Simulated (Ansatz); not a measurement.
I need a rigid torsion scan of C2H6OSi (charge +1), SMILES C[SiH2]C=[O+]. Use Ansatz's Python interface. Use (for the species named): r2scan0, def2-SVP basis, multiplicity 2.

```yaml
atoms:
  - { symbol: C, position_ang: [-1.3480, -0.4003, 0.1467] }
  - { symbol: Si, position_ang: [0.1654, 0.6923, 0.1706] }
  - { symbol: C, position_ang: [1.6361, -0.2789, -0.3651] }
  - { symbol: O, position_ang: [1.6634, -0.7827, -1.4754] }
  - { symbol: H, position_ang: [-1.1970, -1.2562, 0.8361] }
  - { symbol: H, position_ang: [-2.2315, 0.1859, 0.4727] }
  - { symbol: H, position_ang: [-1.5146, -0.7790, -0.8826] }
  - { symbol: H, position_ang: [-0.0341, 1.8253, -0.7449] }
  - { symbol: H, position_ang: [0.3822, 1.1957, 1.5349] }
  - { symbol: H, position_ang: [2.4780, -0.4021, 0.3070] }
```

The script, `c2h6osi_torsion.py`:
```python
"""Energy of C2H6OSi(+) as one group turns about a bond."""

import warnings

import ansatz as az
from ase import Atoms

warnings.simplefilter("ignore", az.DeckWarning)

atoms = Atoms(["C", "Si", "C", "O", "H", "H", "H", "H", "H", "H"], positions=[
    (-1.348, -0.4003, 0.1467),
    (0.1654, 0.6923, 0.1706),
    (1.6361, -0.2789, -0.3651),
    (1.6634, -0.7827, -1.4754),
    (-1.197, -1.2562, 0.8361),
    (-2.2315, 0.1859, 0.4727),
    (-1.5146, -0.779, -0.8826),
    (-0.0341, 1.8253, -0.7449),
    (0.3822, 1.1957, 1.5349),
    (2.478, -0.4021, 0.307),
])

# start the scan from a relaxed geometry
first = (
    az.Crystal.molecule_from_ase(atoms).calculation()
    .basis(gaussian="def2-SVP")
    .functional("r2scan0")
    .charge(1)
    .spin("collinear", total=1)
    .relax(force_tolerance=0.02, max_steps=80)
)
atoms.positions = first.run().report["positions_ang"]

start = atoms.get_dihedral(0, 1, 2, 3)
energies = {}
for turn in range(0, 360, 30):
    turned = atoms.copy()
    turned.set_dihedral(0, 1, 2, 3, start + turn, indices=[2, 3, 9])
    base = (
        az.Crystal.molecule_from_ase(turned).calculation()
        .basis(gaussian="def2-SVP")
        .functional("r2scan0")
        .charge(1)
        .spin("collinear", total=1)
    )
    energies[round((start + turn) % 360)] = base.run().report["free_energy_ev"]
floor = min(energies.values())
print("dihedral C0-Si1-C2-O3 (deg)   E - E(min) (kJ/mol)")
for angle, e in sorted(energies.items()):
    print(f"{angle:8d} {96.485332 * (e - floor):14.3f}  " + "#" * int(30 * (e - floor) / max(max(energies.values()) - floor, 1e-9)))
```

Output of `python c2h6osi_torsion.py`:
```text
dihedral C0-Si1-C2-O3 (deg)   E - E(min) (kJ/mol)
       1          0.000
      31          1.697  ########
      61          4.294  ######################
      91          4.852  #########################
     121          4.397  #######################
     151          5.080  ##########################
     181          5.716  ##############################
     211          4.957  ##########################
     241          4.324  ######################
     271          4.842  #########################
     301          4.219  ######################
     331          1.587  ########
```

Reading the output:
- The scan is rigid and the energies are electronic, in a modest basis. With rigid groups the curve can differ much from the relaxed path, the start wasn't checked as a minimum of this torsion, and equivalent turns needn't return to the same energy.
- The species is open-shell (spin multiplicity 2).
- For an odd-electron ion, approximate functionals spread the charge over both fragments and lower the stretched end too much.
- Timing: 5.1 min on 1 thread of Arm Neoverse V2, on a shared host, peak memory 0.35 GiB.
